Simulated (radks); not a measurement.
# Fractional charge and spin in the 5d shell of thallium

Aim: the energy as the spin-up occupation of 5d runs from 4 to 5 and the spin-down one from 4 to 5, against the two flat planes that join the four corners. Added charge counts from the emptiest corner (up 4, down 4).

The numbers are computed with radks (a radial shooting solver on a logarithmic mesh, Libxc functionals) version 1 (scalar-relativistic Kohn-Sham, SCAN, spin-polarised, spherical densities, finite nucleus), except any that are marked as measured or tabulated.

## 1. What is computed

| Quantity | Value |
| --- | --- |
| element | thallium (Z = 81) |
| configuration | [Xe] 4f14 6s2 5d(up 5, down 5) |
| nuclear rms radius | 5.4759 fm |

A shell typed twice in an input gives spin up, then spin down.

## 2. 5d: up 5, down 5

The run's settings:

```text
Z 81
configuration [Xe] 4f14 6s2 5d5 5d5
relativity scalar-relativistic
functional scan,scan
spin polarised
nucleus finite rms 5.4759 fm
c 137.035999084
```

## 3. 5d: up 5, down 4.75

The run's settings:

```text
Z 81
configuration [Xe] 4f14 6s2 5d5 5d4.75
relativity scalar-relativistic
functional scan,scan
spin polarised
nucleus finite rms 5.4759 fm
c 137.035999084
```

## 4. 5d: up 5, down 4.5

The run's settings:

```text
Z 81
configuration [Xe] 4f14 6s2 5d5 5d4.5
relativity scalar-relativistic
functional scan,scan
spin polarised
nucleus finite rms 5.4759 fm
c 137.035999084
```

## 5. 5d: up 5, down 4.25

The run's settings:

```text
Z 81
configuration [Xe] 4f14 6s2 5d5 5d4.25
relativity scalar-relativistic
functional scan,scan
spin polarised
nucleus finite rms 5.4759 fm
c 137.035999084
```

## 6. 5d: up 5, down 4

The run's settings:

```text
Z 81
configuration [Xe] 4f14 6s2 5d5 5d4
relativity scalar-relativistic
functional scan,scan
spin polarised
nucleus finite rms 5.4759 fm
c 137.035999084
```

## 7. 5d: up 4.75, down 4.75

The run's settings:

```text
Z 81
configuration [Xe] 4f14 6s2 5d4.75 5d4.75
relativity scalar-relativistic
functional scan,scan
spin polarised
nucleus finite rms 5.4759 fm
c 137.035999084
```

## 8. 5d: up 4.75, down 4.5

The run's settings:

```text
Z 81
configuration [Xe] 4f14 6s2 5d4.75 5d4.5
relativity scalar-relativistic
functional scan,scan
spin polarised
nucleus finite rms 5.4759 fm
c 137.035999084
```

## 9. 5d: up 4.75, down 4.25

The run's settings:

```text
Z 81
configuration [Xe] 4f14 6s2 5d4.75 5d4.25
relativity scalar-relativistic
functional scan,scan
spin polarised
nucleus finite rms 5.4759 fm
c 137.035999084
```

## 10. 5d: up 4.75, down 4

The run's settings:

```text
Z 81
configuration [Xe] 4f14 6s2 5d4.75 5d4
relativity scalar-relativistic
functional scan,scan
spin polarised
nucleus finite rms 5.4759 fm
c 137.035999084
```

## 11. 5d: up 4.5, down 4.5

The run's settings:

```text
Z 81
configuration [Xe] 4f14 6s2 5d4.5 5d4.5
relativity scalar-relativistic
functional scan,scan
spin polarised
nucleus finite rms 5.4759 fm
c 137.035999084
```

## 12. 5d: up 4.5, down 4.25

The run's settings:

```text
Z 81
configuration [Xe] 4f14 6s2 5d4.5 5d4.25
relativity scalar-relativistic
functional scan,scan
spin polarised
nucleus finite rms 5.4759 fm
c 137.035999084
```

## 13. 5d: up 4.5, down 4

The run's settings:

```text
Z 81
configuration [Xe] 4f14 6s2 5d4.5 5d4
relativity scalar-relativistic
functional scan,scan
spin polarised
nucleus finite rms 5.4759 fm
c 137.035999084
```

## 14. 5d: up 4.25, down 4.25

The run's settings:

```text
Z 81
configuration [Xe] 4f14 6s2 5d4.25 5d4.25
relativity scalar-relativistic
functional scan,scan
spin polarised
nucleus finite rms 5.4759 fm
c 137.035999084
```

## 15. 5d: up 4.25, down 4

The run's settings:

```text
Z 81
configuration [Xe] 4f14 6s2 5d4.25 5d4
relativity scalar-relativistic
functional scan,scan
spin polarised
nucleus finite rms 5.4759 fm
c 137.035999084
```

## 16. 5d: up 4, down 4

The run's settings:

```text
Z 81
configuration [Xe] 4f14 6s2 5d4 5d4
relativity scalar-relativistic
functional scan,scan
spin polarised
nucleus finite rms 5.4759 fm
c 137.035999084
```

Before running it: what results should come out? Wanted: for each run, down \ up; 4; 4.25; 4.5; 4.75; 5.

As calculated:

```csv
down \ up,4,4.25,4.5,4.75,5
4,0.000,-1.325,-1.757,-1.309,0.000
4.25,-1.325,-1.696,-1.188,0.179,-1.219
4.5,-1.757,-1.188,0.239,-1.101,-1.614
4.75,-1.309,0.179,-1.101,-1.556,-1.204
5,0.000,-1.219,-1.614,-1.204,0.000
```

**Reading.** The table gives the energy in eV minus the planes, whose edge runs along up + down = one added electron; mirror points follow by spin symmetry. With half an added electron in each spin it lies 0.24 eV above the planes. With half an electron added in spin up alone it lies 1.76 eV below them. The planes are only a guide here: the condition holds for ground states with one frontier orbital, and this shell is degenerate.
